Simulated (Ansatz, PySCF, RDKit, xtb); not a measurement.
**Solving Si2H5OF, step by step**

Only the formula Si2H5OF is given. Aim: find the structure of lowest free energy at 400 K, then its properties.

Plan: many cheap relaxations first (GFN2-xTB), then density-functional screening, relaxation at r2SCAN-D4/def2-SVP, vibrations and a final energy. The numbers are computed, not measured.

7 further runs of the same task are left out: 7 set aside as unsound or not needed.

## Step 1: Drawing up candidates

A program enumerates the bonding patterns with one Lewis structure each (two rings at most, one unusual centre or charged pair), with their diastereomers. O–O, O–halogen and N–halogen bonds and N–N–N chains are not drawn. That gives 7 candidates.

| label | SMILES | spin |
| --- | --- | --- |
| c027 | O[Si@H](F)[SiH3] | singlet |
| c087 | O[SiH2][SiH2]F | singlet |
| c411 | F[SiH-][OH+][SiH3] | singlet |
| c515 | F[SiH2]O[SiH3] | singlet |
| c579 | F[SiH2][OH+][SiH2-] | singlet |
| c591 | [OH2+][SiH-][SiH2]F | singlet |
| c606 | [OH2+][Si-](F)[SiH3] | singlet |

Candidates are built by distance geometry, with a force field where one applies, in up to four conformers (letters a to d). 16 starts with atoms placed at random are added, to find patterns that the rules miss.

**Question.** With final energies at CCSD(T)/def2-SVP + MP2/def2-TZVPP - MP2/def2-SVP, which structure will this search put lowest in free energy, and by what margin?

| quantity | value |
| --- | --- |
| lowest structure found | F[SiH2]O[SiH3], singlet, C1 |
| next finalist | O[SiH2][SiH2]F, singlet, 38.6 kcal/mol higher in G |
| share at equilibrium, among the finalists | 100.0 % |
| harmonic wavenumbers, lowest and highest (r2SCAN-D4/def2-SVP) | 33 and 2292 cm⁻¹ |
| rotational constants, same geometry | 0.4013, 0.06981, 0.06295 cm⁻¹ |
| dipole moment (PBE0/def2-TZVPD) | 1.31 D |
| HOMO energy (PBE0/def2-TZVPD) | -9.02 eV |
| LUMO energy (PBE0/def2-TZVPD) | -0.34 eV |
| HOMO–LUMO gap (PBE0/def2-TZVPD) | 8.69 eV |
| lowest excitation (TD-CAM-B3LYP/def2-SVPD) | 7.65 eV (f = 0.001) |
| strongest of the states computed, same level | 8.82 eV (f = 0.086) |
| lowest triplet excitation, same level, Tamm-Dancoff | 7.25 eV |
| vertical ionisation energy | 11.05 eV |
| vertical electron affinity | -1.02 eV (unbound: the value depends on the basis) |
| vertical triplet less singlet | +6.98 eV |

`F[SiH2]O[SiH3]` comes out lowest. Among the finalists first place is clear (38.6 kcal/mol); structures outside the list aren't covered. GFN2-xTB, HF/STO-3G, r2SCAN-D4/def2-SVP, r2SCAN-D4/def2-SVP, relaxed, HF/def2-SVP and MP2/def2-SVP already put its bonding pattern lowest among the structures in one piece. The search is not exhaustive (a finite list of starts, one conformer a finalist), so a lower isomer can't be ruled out. Patterns outside the rules of the enumeration were met only by chance.
